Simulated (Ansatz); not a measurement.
**Sn3BC: what a guessed cell relaxes into**

Where does this trial cell of Sn3BC go when cell and atoms are let free?

Method: DFT PBE, scalar-relativistic, plane waves, PAW, in Ansatz 0.2.0.

**1. Starting point**

Symmetry: Pm-3m, No. 221, cubic system. The conventional cell has a = 4.555 Å, b = 4.555 Å, c = 4.555 Å, α = 90.00°, β = 90.00°, γ = 90.00°. Around Sn (site symmetry 4/mmm) lie 2 B at 2.28 Å and 8 Sn at 3.22 Å and 4 C at 3.22 Å. B (site symmetry m-3m) has 6 Sn at 2.28 Å as nearest neighbours. C (site symmetry m-3m) has 12 Sn at 3.22 Å as nearest neighbours.

Coordinates:

```xyz
5
Lattice="4.5548 0.0000 0.0000 0.0000 4.5548 0.0000 0.0000 0.0000 4.5548" Properties=species:S:1:pos:R:3 pbc="T T T"
Sn    0.0000    2.2774    2.2774
Sn    2.2774    0.0000    2.2774
Sn    2.2774    2.2774    0.0000
B     2.2774    2.2774    2.2774
C     0.0000    0.0000    0.0000
```

A structure generator made this guess: species swapped into a database cell of YbBPd3 (Pm-3m, No. 221), with C on the Yb sites and Sn on the Pd sites. Its size is a rough estimate.

**2. A first look at the guess**

File input.yaml:

```yaml
crystal:
  lattice:
    - [4.55475418, 0.0, 0.0]
    - [0.0, 4.55475418, 0.0]
    - [0.0, 0.0, 4.55475418]
  atoms:
    - { symbol: Sn, position: [0.0, 0.5, 0.5] }
    - { symbol: Sn, position: [0.5, 0.0, 0.5] }
    - { symbol: Sn, position: [0.5, 0.5, 0.0] }
    - { symbol: B, position: [0.5, 0.5, 0.5] }
    - { symbol: C, position: [0.0, 0.0, 0.0] }
basis:
  ecutwfc: 420
kpoints:
  mp_grid: { grid: [4, 4, 4] }
hamiltonian:
  xc: pbe
scf:
  occupations: { method: gaussian, width: 0.1 }
  lower_state_search: "off"
output:
  forces: true
  stress: true
  eigenvalues: true
```

Launch:

```console
$ ansatz run input.yaml --threads 1 --pin off --max-ram 2560MiB --backend cpu --events-out ev --progress --plain --runs-dir out
```

The program printed (excerpt; [...] marks lines left out):

```text
[...]
SCF converged after 6 iterations
Free energy (F): -18470.707276 eV
[...]
E sigma→0 (E₀):  -18470.702579 eV
Entropy (-TS):   -0.009393 eV (-1.879 meV/atom)
Fermi energy:    10.856638 eV
[...]
--- Forces (eV/Å), atoms counted from 1 ---
  atom   1  Sn     0.00000000    -0.00000000     0.00000000
  atom   2  Sn     0.00000000    -0.00000000     0.00000000
  atom   3  Sn     0.00000000    -0.00000000     0.00000000
  atom   4  B      0.00000000     0.00000000     0.00000000
  atom   5  C     -0.00000000    -0.00000000    -0.00000000
[...]
--- Stress (GPa, compression-positive) ---
        8.450744       0.000000       0.000000
        0.000000       8.450744       0.000000
        0.000000       0.000000       8.450744
  P = ⅓ Tr σ = 8.4507 GPa (84.507 kbar)
--- Band table (eV; the first three rows and the last of 10) ---
[...]
```

It took 4 s on 1 thread of Arm Neoverse N1, shared host; peak memory 0.33 GiB.

Read-out: pressure 8.5 GPa, largest force 0.00 eV/Å, gap on this mesh none (metal). A guess like this is first relaxed loosely on the coarse mesh.

**3. A loose first relaxation**

input.yaml, as its differences from that of step 2:

```diff
@@ -24 +24,6 @@
   eigenvalues: true
+relax:
+  adjacent_minimum: "off"
+  f_tol: 0.04
+  max_steps: 70
+  cell: { stress_tol: 0.4 }
```

Launch:

```console
$ ansatz run input.yaml --threads 1 --pin off --max-ram 2560MiB --backend cpu --events-out ev --progress --plain --runs-dir out
```

The program printed:

```text
Warning: RAYON_NUM_THREADS=1 ignored (pool sized by the plan → 1); use --threads N
Engine: ansatz 0.2.0, aarch64-unknown-linux-gnu
Pseudopotentials: kind: paw
Pseudopotential: Sn, paw, valence charge 14, recommended cutoff 420 eV (normal), Sn.paw.azcp
Pseudopotential: B, paw, valence charge 3, recommended cutoff 420 eV (normal), B.paw.azcp
Pseudopotential: C, paw, valence charge 4, recommended cutoff 420 eV (normal), C.paw.azcp
Functional definition: PBE
  parameter kappa = 0.804
  parameter beta = 0.06672455060314922
  exchange = pbe_x(kappa = kappa, mu = beta*pi^2/3)
  correlation = pbe_c(beta = beta)
Crystal: 5 atoms, lattice volume = 94.492 Å³
Basis set: ecut = 420 eV, 1839 PW (Γ), exchange–correlation on 64×64×64 points (8 copies of the dense FFT grid, shifted against one another)
Bands: 30, of which v1, the nominal top of the filled ones, is band 25 counted from 1 (24 counted from 0)
Symmetry: 48 space group operations
Space group: Pm-3m (ITA 221), of the structure as read, at distance tolerance 4.6e-5 Å
k-points: 10 of 64
Non-local potential: Sn, projectors of the file, l = 0: 2, l = 1: 2, l = 2: 2, l = 3: 2
Non-local potential: B, projectors of the file, l = 0: 2, l = 1: 2, l = 2: 1
Non-local potential: C, projectors of the file, l = 0: 2, l = 1: 2, l = 2: 1
PAW form: soft (Blöchl's): semilocal exchange-correlation on the pseudo side does not see the compensation charge
PAW one-centre angular grid: Sn, 590 points (default); XC on 64 Gauss nodes
PAW one-centre angular grid: B, 110 points (default); XC on 64 Gauss nodes
PAW one-centre angular grid: C, 110 points (default); XC on 64 Gauss nodes
Initial density: superposition of atomic densities (neutral atoms: chi_scale 0, normalization atom), corrected by the library's trained network
Initial wavefunctions: pseudopotential atomic-orbital guess
Functional: x = pbe(κ = 0.804, μ = 0.2195149727645171), c = pbe(β = 0.06672455060314922)
SCF iter   1: F=—  HF=-18470.714242 eV  |F-HF|=—  |Δ(HF+E_count)|=         —  Δρ=4.15e-3  dr2=2.98e-2  ethr=1.77e-3  ⟨swp⟩=8.5  Hψ=1397  notcnv=0
preconditioner: auto → Resta (q_TF=auto, 2.445 Å⁻¹)  ε∞=3.3  [insulator: Δε(μ)=0.202 eV  Ē_g=17.502 eV  σ=0.100 eV  W_gap=0.84  n_scr=26 (ndim 8)  ℏωp=26.7 eV  f_vac=0.000  D(μ)=1.55/eV (n_scr^D=6)  ε∞_Penn≈3.3]
SCF iter   2: F=—  HF=-18470.708310 eV  |F-HF|=—  |Δ(HF+E_count)|=   5.93e-3  Δρ=2.03e-3  dr2=5.79e-3  ethr=6.07e-5  ⟨swp⟩=2.0  Hψ=518  notcnv=0
SCF iter   3: F=—  HF=-18470.707285 eV  |F-HF|=—  |Δ(HF+E_count)|=   1.03e-3  Δρ=4.80e-4  dr2=2.66e-4  ethr=1.18e-5  ⟨swp⟩=1.8  Hψ=337  notcnv=0
SCF iter   4: F=—  HF=-18470.707242 eV  |F-HF|=—  |Δ(HF+E_count)|=   4.24e-5  Δρ=1.21e-4  dr2=1.84e-5  ethr=5.42e-7  ⟨swp⟩=2.7  Hψ=565  notcnv=0
SCF iter   5: F=—  HF=-18470.707275 eV  |F-HF|=—  |Δ(HF+E_count)|=   3.32e-5  Δρ=2.37e-5  dr2=4.62e-7  ethr=3.75e-8  ⟨swp⟩=2.0  Hψ=370  notcnv=0
SCF iter   6: F=-18470.707276 eV  HF=-18470.707276 eV  |F-HF|=3.62e-9  |Δ(HF+E_count)|=   1.22e-7  Δρ=3.03e-6  dr2=7.46e-9  ethr=2.04e-10  ⟨swp⟩=8.7  Hψ=1370  notcnv=0
SCF 1 converged in 6 iterations: F = -18470.707276 eV  dr2 = 7.46e-9
relax step   1: F+E_penalty+E_count = -18470.70727559 eV  Δ(F+E_penalty+E_count) = +0.000e0 eV  max|allowed force component| = 5.007e-29 eV/Å  Δτ_max = 0.0000 Å  P = +8.451 GPa  Ω = 94.492 Å³  (6 SCF iters, dr2 threshold 1.00e-7 eV, accepted)
Crystal: 5 atoms, lattice volume = 108.996 Å³
Basis set: ecut = 420 eV, 2103 PW (Γ), exchange–correlation on 64×64×64 points (8 copies of the dense FFT grid, shifted against one another)
Initial density: handed on by an earlier stage of this run
Initial wavefunctions: those handed on with the density
iter 1 solved again at ethr=1.16e-3 eV; its pass at ethr=3.10e-3 eV (dr2=5.66e-1 eV) is discarded
SCF iter   1: F=—  HF=-18471.049754 eV  |F-HF|=—  |Δ(HF+E_count)|=         —  Δρ=1.37e-2  dr2=5.68e-1  ethr=1.16e-3  ⟨swp⟩=1.0  Hψ=1945  notcnv=0
preconditioner: auto → Resta (q_TF=auto, 2.388 Å⁻¹)  ε∞=3.1  [insulator: Δε(μ)=0.198 eV  Ē_g=17.042 eV  σ=0.100 eV  W_gap=0.83  n_scr=26 (ndim 8)  ℏωp=24.9 eV  f_vac=0.000  D(μ)=1.42/eV (n_scr^D=6)  ε∞_Penn≈3.1]
SCF iter   2: F=—  HF=-18470.921280 eV  |F-HF|=—  |Δ(HF+E_count)|=   1.28e-1  Δρ=3.80e-3  dr2=3.74e-2  ethr=1.16e-3  ⟨swp⟩=3.0  Hψ=446  notcnv=0
preconditioner: auto → Kerker (q_TF=auto, 2.388 Å⁻¹)  [metal: Δε(μ)=0.092 eV  Ē_g=16.990 eV  σ=0.100 eV  W_gap=0.47  n_scr=26 (ndim 8)  ℏωp=24.9 eV  f_vac=0.000  D(μ)=3.11/eV (n_scr^D=18)]
SCF iter   3: F=—  HF=-18470.913971 eV  |F-HF|=—  |Δ(HF+E_count)|=   7.31e-3  Δρ=1.37e-3  dr2=4.21e-3  ethr=7.62e-5  ⟨swp⟩=2.1  Hψ=419  notcnv=0
SCF iter   4: F=—  HF=-18470.913730 eV  |F-HF|=—  |Δ(HF+E_count)|=   2.41e-4  Δρ=3.98e-4  dr2=4.16e-4  ethr=8.59e-6  ⟨swp⟩=1.6  Hψ=320  notcnv=0
SCF iter   5: F=—  HF=-18470.913694 eV  |F-HF|=—  |Δ(HF+E_count)|=   3.60e-5  Δρ=1.12e-4  dr2=2.44e-5  ethr=8.48e-7  ⟨swp⟩=2.4  Hψ=463  notcnv=0
SCF iter   6: F=—  HF=-18470.913695 eV  |F-HF|=—  |Δ(HF+E_count)|=   2.18e-7  Δρ=5.52e-5  dr2=8.37e-6  ethr=4.98e-8  ⟨swp⟩=2.1  Hψ=408  notcnv=0
SCF iter   7: F=-18470.913693 eV  HF=-18470.913693 eV  |F-HF|=2.07e-8  |Δ(HF+E_count)|=   1.33e-6  Δρ=8.54e-6  dr2=1.11e-7  ethr=1.02e-9  ⟨swp⟩=6.9  Hψ=1387  notcnv=0
SCF 2 converged in 7 iterations: F = -18470.913693 eV  dr2 = 1.11e-7
relax step   2: F+E_penalty+E_count = -18470.91369340 eV  Δ(F+E_penalty+E_count) = -2.064e-1 eV  max|allowed force component| = 8.921e-30 eV/Å  Δτ_max = 0.0000 Å  P = -2.224 GPa  Ω = 108.996 Å³  energy of the carried Pulay correction = -1.079e-2 eV  (7 SCF iters, dr2 threshold 5.00e-7 eV, accepted)
Crystal: 5 atoms, lattice volume = 105.620 Å³
iter 1 solved again at ethr=4.07e-5 eV; its pass at ethr=3.10e-3 eV (dr2=1.99e-2 eV) is discarded
SCF iter   1: F=—  HF=-18470.949372 eV  |F-HF|=—  |Δ(HF+E_count)|=         —  Δρ=2.71e-3  dr2=2.07e-2  ethr=4.07e-5  ⟨swp⟩=1.0  Hψ=1569  notcnv=0
preconditioner: auto → Resta (q_TF=auto, 2.400 Å⁻¹)  ε∞=3.2  [insulator: Δε(μ)=0.263 eV  Ē_g=17.073 eV  σ=0.100 eV  W_gap=0.51  n_scr=26 (ndim 8)  ℏωp=25.3 eV  f_vac=0.000  D(μ)=3.73/eV (n_scr^D=26)  ε∞_Penn≈3.2]
SCF iter   2: F=—  HF=-18470.945120 eV  |F-HF|=—  |Δ(HF+E_count)|=   4.25e-3  Δρ=8.09e-4  dr2=1.59e-3  ethr=4.07e-5  ⟨swp⟩=2.0  Hψ=357  notcnv=0
preconditioner: auto → Kerker (q_TF=auto, 2.400 Å⁻¹)  [metal: Δε(μ)=0.069 eV  Ē_g=17.048 eV  σ=0.100 eV  W_gap=0.36  n_scr=26 (ndim 8)  ℏωp=25.3 eV  f_vac=0.000  D(μ)=3.40/eV (n_scr^D=26)]
SCF iter   3: F=—  HF=-18470.944794 eV  |F-HF|=—  |Δ(HF+E_count)|=   3.26e-4  Δρ=2.86e-4  dr2=1.11e-4  ethr=3.25e-6  ⟨swp⟩=2.0  Hψ=386  notcnv=0
SCF iter   4: F=—  HF=-18470.944839 eV  |F-HF|=—  |Δ(HF+E_count)|=   4.46e-5  Δρ=1.24e-4  dr2=1.15e-5  ethr=2.27e-7  ⟨swp⟩=1.4  Hψ=309  notcnv=0
iter 5 did not close the SCF: its close was put off for the readings that it lacked (scf_convergence_deferred on its scf_iter line)
SCF iter   5: F=-18470.944840 eV  HF=-18470.944840 eV  |F-HF|=5.53e-8  |Δ(HF+E_count)|=   1.72e-6  Δρ=1.65e-5  dr2=2.81e-7  ethr=2.35e-8  ⟨swp⟩=2.0  Hψ=388  notcnv=0
SCF iter   6: F=-18470.944840 eV  HF=-18470.944840 eV  |F-HF|=5.42e-10  |Δ(HF+E_count)|=   8.72e-8  Δρ=5.48e-6  dr2=3.81e-8  ethr=5.74e-10  ⟨swp⟩=3.5  Hψ=1200  notcnv=0
SCF 3 converged in 6 iterations: F = -18470.944840 eV  dr2 = 3.81e-8
relax step   3: F+E_penalty+E_count = -18470.94484043 eV  Δ(F+E_penalty+E_count) = -3.115e-2 eV  max|allowed force component| = 1.081e-29 eV/Å  Δτ_max = 0.0000 Å  P = -0.452 GPa  Ω = 105.620 Å³  energy of the carried Pulay correction = -8.419e-3 eV  (6 SCF iters, dr2 threshold 5.00e-7 eV, accepted)
Crystal: 5 atoms, lattice volume = 104.793 Å³
iter 1 solved again at ethr=2.37e-6 eV; its pass at ethr=3.10e-3 eV (dr2=1.16e-3 eV) is discarded
SCF iter   1: F=—  HF=-18470.946769 eV  |F-HF|=—  |Δ(HF+E_count)|=         —  Δρ=7.04e-4  dr2=1.38e-3  ethr=2.37e-6  ⟨swp⟩=2.1  Hψ=1548  notcnv=0
preconditioner: auto → Kerker (q_TF=auto, 2.404 Å⁻¹)  [metal: Δε(μ)=0.076 eV  Ē_g=17.076 eV  σ=0.100 eV  W_gap=0.40  n_scr=26 (ndim 8)  ℏωp=25.4 eV  f_vac=0.000  D(μ)=3.29/eV (n_scr^D=26)]
SCF iter   2: F=—  HF=-18470.946534 eV  |F-HF|=—  |Δ(HF+E_count)|=   2.34e-4  Δρ=3.42e-4  dr2=3.41e-4  ethr=2.37e-6  ⟨swp⟩=1.9  Hψ=330  notcnv=0
SCF iter   3: F=—  HF=-18470.946517 eV  |F-HF|=—  |Δ(HF+E_count)|=   1.67e-5  Δρ=5.62e-5  dr2=4.22e-6  ethr=6.95e-7  ⟨swp⟩=2.0  Hψ=375  notcnv=0
iter 4 did not close the SCF: its close was put off for the readings that it lacked (scf_convergence_deferred on its scf_iter line)
SCF iter   4: F=-18470.946517 eV  HF=-18470.946517 eV  |F-HF|=2.49e-7  |Δ(HF+E_count)|=   4.47e-7  Δρ=1.15e-5  dr2=4.19e-7  ethr=8.62e-9  ⟨swp⟩=2.0  Hψ=395  notcnv=0
iter 5 did not close the SCF: its close was put off for the readings that it lacked (scf_convergence_deferred on its scf_iter line)
SCF iter   5: F=-18470.946517 eV  HF=-18470.946517 eV  |F-HF|=9.55e-9  |Δ(HF+E_count)|=   5.22e-8  Δρ=3.98e-6  dr2=2.52e-8  ethr=8.54e-10  ⟨swp⟩=2.1  Hψ=379  notcnv=0
SCF iter   6: F=-18470.946517 eV  HF=-18470.946517 eV  |F-HF|=5.06e-10  |Δ(HF+E_count)|=   1.72e-9  Δρ=1.02e-6  dr2=1.75e-9  ethr=5.14e-11  ⟨swp⟩=2.1  Hψ=894  notcnv=0
SCF 4 converged in 6 iterations: F = -18470.946517 eV  dr2 = 1.75e-9
relax step   4: F+E_penalty+E_count = -18470.94651693 eV  Δ(F+E_penalty+E_count) = -1.676e-3 eV  max|allowed force component| = 7.212e-30 eV/Å  Δτ_max = 0.0000 Å  P = +0.036 GPa  Ω = 104.793 Å³  energy of the carried Pulay correction = -7.826e-3 eV  (6 SCF iters, dr2 threshold 5.00e-7 eV, accepted)
Initial wavefunctions: pseudopotential atomic-orbital guess (no wavefunctions were taken with the density)
iter 1 solved again at ethr=6.16e-7 eV; its pass at ethr=3.10e-3 eV (dr2=3.02e-4 eV) is discarded
SCF iter   1: F=—  HF=-18470.956294 eV  |F-HF|=—  |Δ(HF+E_count)|=         —  Δρ=2.39e-4  dr2=2.00e-5  ethr=6.16e-7  ⟨swp⟩=2.8  Hψ=2014  notcnv=0
preconditioner: auto → Kerker (q_TF=auto, 2.404 Å⁻¹)  [metal: Δε(μ)=0.086 eV  Ē_g=17.079 eV  σ=0.100 eV  W_gap=0.45  n_scr=26 (ndim 8)  ℏωp=25.4 eV  f_vac=0.000  D(μ)=3.16/eV (n_scr^D=26)]
SCF iter   2: F=—  HF=-18470.956375 eV  |F-HF|=—  |Δ(HF+E_count)|=   8.06e-5  Δρ=1.23e-4  dr2=3.76e-6  ethr=4.09e-8  ⟨swp⟩=2.1  Hψ=393  notcnv=0
SCF iter   3: F=—  HF=-18470.956389 eV  |F-HF|=—  |Δ(HF+E_count)|=   1.36e-5  Δρ=1.94e-5  dr2=1.13e-7  ethr=7.66e-9  ⟨swp⟩=2.0  Hψ=396  notcnv=0
SCF iter   4: F=—  HF=-18470.956389 eV  |F-HF|=—  |Δ(HF+E_count)|=   2.92e-7  Δρ=3.31e-6  dr2=1.53e-8  ethr=2.30e-10  ⟨swp⟩=2.0  Hψ=397  notcnv=0
iter 5 did not close the SCF: its close was put off for the readings that it lacked (scf_convergence_deferred on its scf_iter line)
SCF iter   5: F=-18470.956389 eV  HF=-18470.956389 eV  |F-HF|=6.18e-11  |Δ(HF+E_count)|=  3.02e-10  Δρ=4.76e-7  dr2=2.78e-10  ethr=3.13e-11  ⟨swp⟩=2.2  Hψ=424  notcnv=0
SCF iter   6: F=-18470.956389 eV  HF=-18470.956389 eV  |F-HF|=2.18e-11  |Δ(HF+E_count)|=  5.82e-11  Δρ=1.08e-7  dr2=2.64e-11  ethr=1.00e-12  ⟨swp⟩=2.8  Hψ=1006  notcnv=0
SCF 5 converged in 6 iterations: F = -18470.956389 eV  dr2 = 2.64e-11
relax step   5: F+E_penalty+E_count = -18470.95638885 eV  Δ(F+E_penalty+E_count) = -9.872e-3 eV  max|allowed force component| = 1.517e-29 eV/Å  Δτ_max = 0.0000 Å  P = +0.099 GPa  Ω = 104.793 Å³  stress off target by 9.89e-2 GPa  SCF on the basis re-selected at this cell (its energy is not comparable with the rows above)  (6 SCF iters)
basis re-selected at this cell: Δ(F+E_penalty+E_count) = -9.872e-3 eV, ΔP = +0.063 GPa vs the last step (what re-selecting the basis moved, of the pressure what is left beyond the Pulay correction that the steps carried, after the strain that the cell walked since its last selection, with what the two solves' SCF thresholds leave and, on support functions, any second-order correction that the steps lacked; it is no measure of the basis error at this ecutwfc). This SCF's stress stands 9.89e-2 GPa from its target on what of the cell is left free (relax.cell.stress_tol is 4.00e-1 GPa) and its largest allowed force component is 1.52e-29 eV/Å (relax.f_tol is 4.00e-2 eV/Å): within both
SCF converged after 6 iterations
Free energy (F): -18470.956389 eV
Harris-Foulkes:  -18470.956389 eV  (|F-HF|=2.18e-11)
Internal energy: -18470.940607 eV  (E = F + TS)
E sigma→0 (E₀):  -18470.948498 eV
Entropy (-TS):   -0.015782 eV (-3.156 meV/atom)
Fermi energy:    9.310560 eV
--- Per-component energies (eV) ---
  E_band       = -284.847680
  E_kinetic    = 678.374220
  E_local      = -2980.194222  (includes V_loc(G=0)·N_el)
  E_nonlocal   = -57.069304
  E_hartree    = 1760.481351
  E_xc         = -1223.191862
  E_vxc        = -379.170697  (∫ρ·V_xc dr)
  E_paw        = -12581.875047  (= ΣΔE_a)
  E_vpaw       = -1067.750173  (= ΣTr[D̂ρ^β])
  E_aug_tail   = -0.000002  (compensation charges beyond the density's cutoff)
  E_ewald      = -4067.465742
  E_smearing   = -0.015782  (= −TS)
  E_closure    = -0.000000  (closes the sum)
  Σ components = -18470.956389   (vs F -18470.956389, Δ=0.00e0)
--- Forces (eV/Å), atoms counted from 1 ---
  atom   1  Sn     0.00000000     0.00000000     0.00000000
  atom   2  Sn     0.00000000    -0.00000000     0.00000000
  atom   3  Sn     0.00000000     0.00000000    -0.00000000
  atom   4  B      0.00000000    -0.00000000     0.00000000
  atom   5  C      0.00000000     0.00000000    -0.00000000
  max |Σ_I F_I| component: 2.94e-29 eV/Å
--- Stress (GPa, compression-positive) ---
        0.098873       0.000000       0.000000
        0.000000       0.098873      -0.000000
        0.000000      -0.000000       0.098873
  P = ⅓ Tr σ = 0.0989 GPa (0.989 kbar)
--- Band table (eV; the first three rows and the last of 10) ---
  k-point 0: bands = ["-12.4892", "-12.4122", "-12.4122", "-12.4122", "-12.3899", "-12.3899", "-12.3086", "-12.3086", "-12.3086", "-12.2535", "-12.2262", "-12.2262", "-12.1458", "-12.1458", "-12.1458", "-2.7016", "1.3570", "4.3902", "4.3902", "4.3902", "4.5035", "4.5035", "8.2383", "8.8459", "8.8459", "8.8459", "12.0091", "12.0091", "12.0091", "13.6306"]
  k-point 1: bands = ["-12.4551", "-12.4061", "-12.3879", "-12.3796", "-12.3796", "-12.3720", "-12.3146", "-12.3072", "-12.3072", "-12.2698", "-12.2572", "-12.2257", "-12.1851", "-12.1851", "-12.1458", "-2.3615", "0.7783", "2.5125", "4.6451", "4.6822", "4.6822", "6.4807", "8.3810", "8.5387", "8.5387", "10.2922", "10.7721", "11.4044", "11.4044", "12.8461"]
  k-point 2: bands = ["-12.4024", "-12.3991", "-12.3856", "-12.3442", "-12.3338", "-12.3338", "-12.3215", "-12.3072", "-12.2961", "-12.2785", "-12.2785", "-12.2649", "-12.2649", "-12.2252", "-12.1458", "-1.7503", "-0.3178", "2.2844", "4.8075", "5.0674", "5.0674", "6.1769", "7.9875", "7.9875", "9.9279", "10.4643", "11.6598", "11.6598", "11.6949", "11.9599"]
  k-point 9: bands = ["-12.3861", "-12.3861", "-12.3861", "-12.3833", "-12.3833", "-12.3833", "-12.3826", "-12.2949", "-12.2949", "-12.2377", "-12.2377", "-12.2377", "-12.1950", "-12.1950", "-12.1950", "0.0419", "0.9994", "1.6454", "1.6454", "1.6454", "5.5058", "5.5058", "5.5058", "11.5193", "11.5193", "11.5193", "12.8931", "12.8931", "12.8931", "14.2181"]
--- Relaxed structure (4 steps of the walk, 4 accepted, 1 SCFs on fresh bases) ---
  F+E_penalty+E_count = -18470.95638885 eV   max|allowed force component| = 1.517e-29 eV/Å   (the final SCF, on the basis selected at the relaxed cell)
  cell:  # Å, volume = 104.7927 Å³
    - [4.714586860013823, 2.0563314510384547e-33, 2.0543252740130518e-33]
    - [1.5427501325351916e-33, 4.714586860013823, -3.209883240645393e-35]
    - [1.5407439555097887e-33, -3.209883240645393e-35, 4.714586860013823]
  atoms:
    - { symbol: Sn, position: [5.549768334733058e-36, 0.5, 0.5] }
    - { symbol: Sn, position: [0.5, -1.3654191935136565e-36, 0.5] }
    - { symbol: Sn, position: [0.5, 0.5, 6.166409260674432e-37] }
    - { symbol: B, position: [0.5, 0.5, 0.5] }
    - { symbol: C, position: [-1.2949459447704236e-35, 6.166409260963274e-37, 3.964120239181199e-37] }
```

Wall time 19 s (1 thread of Arm Neoverse N1, shared host); peak memory 0.35 GiB.

The steps of the relaxation:

```
step  E - E(step 1) (eV/cell)  largest force component (eV/Å)  pressure (GPa)  volume (Å³)
   1                   0.0000                          0.0000            8.45        94.49
   2                  -0.2064                          0.0000           -2.22       109.00
   3                  -0.2376                          0.0000           -0.45       105.62
   4                  -0.2392                          0.0000            0.04       104.79
   5                  -0.2491                          0.0000            0.10       104.79
```

Step 1 is the start. Step 5 repeats the geometry before it on a plane-wave basis chosen anew for that cell, so its energy need not be comparable with the rows above.

|  | before | after | change |
| --- | --- | --- | --- |
| a (Å) | 4.555 | 4.715 | +3.5 % |
| b (Å) | 4.555 | 4.715 | +3.5 % |
| c (Å) | 4.555 | 4.715 | +3.5 % |
| volume (Å³/atom) | 18.90 | 20.96 | +10.9 % |
| shortest distance (Å) | 2.277 | 2.357 | +3.5 % |
| space group (0.01 Å) | Pm-3m | Pm-3m | same |

The run keeps the 48 symmetry operations of the start, so it could not have lowered the symmetry.

[end of part 1 of 2]
